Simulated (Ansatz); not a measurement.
# CH₅FOSSi: a ladder of functionals and wavefunction methods

The task here is to estimate one member of a computed series from the others.

Program: Ansatz 0.2.0, Gaussian basis. Level of theory: functionals in def2-TZVPP, the program's frozen cores in correlated methods. These are calculated values, not measurements.

The runs, in order: PBE-D4, r2SCAN-D4, PBE0-D4, B3LYP-D4, ωB97X-V, ωB97M-V, B2PLYP; CCSD(T)/def2-TZVPP; MP2/def2-QZVPP; extrapolation to the limit.

### The geometry

All runs share one geometry, relaxed beforehand with PBE0-D4 in a triple-zeta def2 set.

SMILES `OC[SiH](F)S`, 10 atoms, charge 0, spin multiplicity 1.

Atoms are counted from 1 here; the program's logs count them from 0.

Bond lengths: O1–C2 1.425 Å, O1–H6 0.961 Å, C2–Si3 1.880 Å, C2–H7 1.093 Å, C2–H8 1.098 Å, Si3–F4 1.607 Å, Si3–S5 2.114 Å, Si3–H9 1.481 Å, S5–H10 1.348 Å. Angles: C2–O1–H6 108.3°, O1–C2–Si3 110.3°, O1–C2–H7 106.7°, O1–C2–H8 111.6°, Si3–C2–H7 109.9°, Si3–C2–H8 111.3°, H7–C2–H8 106.8°, C2–Si3–F4 105.1°, C2–Si3–S5 109.2°, C2–Si3–H9 115.4°, F4–Si3–S5 111.2°, F4–Si3–H9 107.3°, S5–Si3–H9 108.5°, Si3–S5–H10 91.2°.

The first run:

in.yaml reads:

```yaml
crystal:
  periodic: [false, false, false]
  atoms:
    - {symbol: O, position_ang: [0.165600, 1.124765, 1.232450]}
    - {symbol: C, position_ang: [0.746333, -0.070860, 0.718866]}
    - {symbol: Si, position_ang: [-0.295062, -0.747149, -0.693035]}
    - {symbol: F, position_ang: [-1.705188, -1.132881, -0.026874]}
    - {symbol: S, position_ang: [-0.530828, 0.751831, -2.164665]}
    - {symbol: H, position_ang: [-0.671945, 0.899575, 1.647282]}
    - {symbol: H, position_ang: [1.741337, 0.195466, 0.353869]}
    - {symbol: H, position_ang: [0.887338, -0.823398, 1.506561]}
    - {symbol: H, position_ang: [0.233558, -1.967310, -1.344898]}
    - {symbol: H, position_ang: [-0.488045, 1.718759, -1.226557]}
basis:
  gaussian: {orbitals: def2-TZVPP}
hamiltonian: {xc: pbe, dispersion: d4}
output: {forces: true, orbitals: {seedname: orbitals}}
```

Command:

```
$ ansatz run in.yaml --threads 4 --pin off --events-out ev --progress --plain --max-ram 10444MiB
```

Steps of the session up to this table: PBE-D4 (GGA); r2SCAN-D4 (meta-GGA); PBE0-D4 (hybrid); B3LYP-D4 (hybrid); ωB97X-V (range-separated); ωB97M-V (range-separated); B2PLYP (double hybrid); CCSD(T) in def2-TZVPP; MP2 in def2-QZVPP.

One of the session's tables, all rows but one given; the rest of the session is left out.

It belongs to the step «Atomisation energies». 

```
            method  atomisation energy (eV)
            PBE-D4                   38.017
         r2SCAN-D4                   37.526
           PBE0-D4                   37.241
          B3LYP-D4                   37.234
           ωB97X-V                   37.602
           ωB97M-V                   37.607
            B2PLYP                   36.888
     HF/def2-TZVPP                   26.760
    MP2/def2-TZVPP                   37.178
   CCSD/def2-TZVPP                   35.816
CCSD(T)/def2-TZVPP                   36.403
           MP2/CBS                        ?
       CCSD(T)/CBS                   37.551
```

Q: Estimate the row for MP2/CBS from the others.

**Answer.** atomisation energy (eV): 38.326. In the column «atomisation energy (eV)» it is the highest.
